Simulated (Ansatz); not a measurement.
What does this script print? It uses the Ansatz DFT code, driven from Python.

The script, `bclh2te_adiabatic.py`:
```python
"""How BClH2Te relaxes after losing an electron."""

import itertools

import ansatz as az
from ase.data import atomic_numbers, covalent_radii
import numpy as np

mol = (
    az.Crystal.molecule()
    .atom("Cl", (-1.1557, -1.2494, 1.3103))
    .atom("B", (-0.5249, -0.4181, -0.2211))
    .atom("Te", (1.5949, 0.0978, -0.3428))
    .atom("H", (-1.161, -0.151, -1.13))
    .atom("H", (1.2965, 1.6471, 0.3422))
)

calc = (
    mol.calculation()
    .basis(gaussian="def2-SVP")
    .functional("CAM-B3LYP")
)
symbols = [site.symbol for site in mol.cartesian_sites]
start = np.array([site.position_ang for site in mol.cartesian_sites], dtype=float)
summary = calc.relax(force_tolerance=0.01, max_steps=100).run(threads=1).report
end = np.array(summary["positions_ang"])

minimum = az.Crystal.molecule()
for symbol, place in zip(symbols, end):
    minimum = minimum.atom(symbol, place.tolist())
ion = (
    minimum.calculation()
    .basis(gaussian="def2-SVP")
    .functional("CAM-B3LYP")
    .charge(1)
    .spin("collinear", total=1)
)
vertical = ion.run(threads=1).report
settled = ion.relax(force_tolerance=0.01, max_steps=80).run(threads=1).report
print(f"vertical ionisation energy   {vertical['free_energy_ev'] - summary['free_energy_ev']:.3f} eV")
print(f"adiabatic, no zero point     {settled['free_energy_ev'] - summary['free_energy_ev']:.3f} eV")
print(f"relaxation energy of the ion {vertical['free_energy_ev'] - settled['free_energy_ev']:.3f} eV")
ionised = np.array(settled["positions_ang"])
# pairs closer than 1.2 times the sum of covalent radii, before or after
radius = [covalent_radii[atomic_numbers[s]] for s in symbols]
span = lambda where, i, j: np.linalg.norm(where[i] - where[j])
bonded = [(i, j) for i, j in itertools.combinations(range(len(symbols)), 2) if min(span(end, i, j), span(ionised, i, j)) < 1.2 * (radius[i] + radius[j])]
print("pair        before    after (A)")
for i, j in bonded:
    print(f"{symbols[i]}{i}-{symbols[j]}{j}".ljust(10), f"{span(end, i, j):8.4f} {span(ionised, i, j):8.4f}")
for first, second in list(itertools.combinations(bonded, 2)):
    shared = set(first) & set(second)
    if shared and symbols[(j := shared.pop())] != "H":
        i, k = sorted((set(first) | set(second)) - {j})
        u, v = ionised[i] - ionised[j], ionised[k] - ionised[j]
        angle = np.degrees(np.arccos(np.clip(u @ v / np.linalg.norm(u) / np.linalg.norm(v), -1, 1)))
        print(f"final angle {symbols[i]}{i}-{symbols[j]}{j}-{symbols[k]}{k}: {angle:.2f} deg")
```

Running `python bclh2te_adiabatic.py` prints:
```text
vertical ionisation energy   9.204 eV
adiabatic, no zero point     9.023 eV
relaxation energy of the ion 0.181 eV
pair        before    after (A)
Cl0-B1       1.7439   1.6857
B1-Te2       2.1301   2.2940
B1-H3        1.2001   1.1930
Te2-H4       1.6619   1.6677
final angle Cl0-B1-Te2: 119.75 deg
final angle Cl0-B1-H3: 127.07 deg
final angle Te2-B1-H3: 113.18 deg
final angle B1-Te2-H4: 94.41 deg
```

Reading the output:
- The settings weren't tested for convergence.
- The energies are electronic: no zero-point or thermal terms, and the basis set is short of its limit. The product may relax into another structure. The relaxation finds the nearest minimum, so the adiabatic value is an upper bound.
- def2 sets replace the cores of elements past krypton by effective core potentials.
- Run time: 86 s on 1 thread of Arm Neoverse V1, with other jobs on the host, peak memory 0.28 GiB.

(Lines on the test bed's own set-up are left out of the output.)
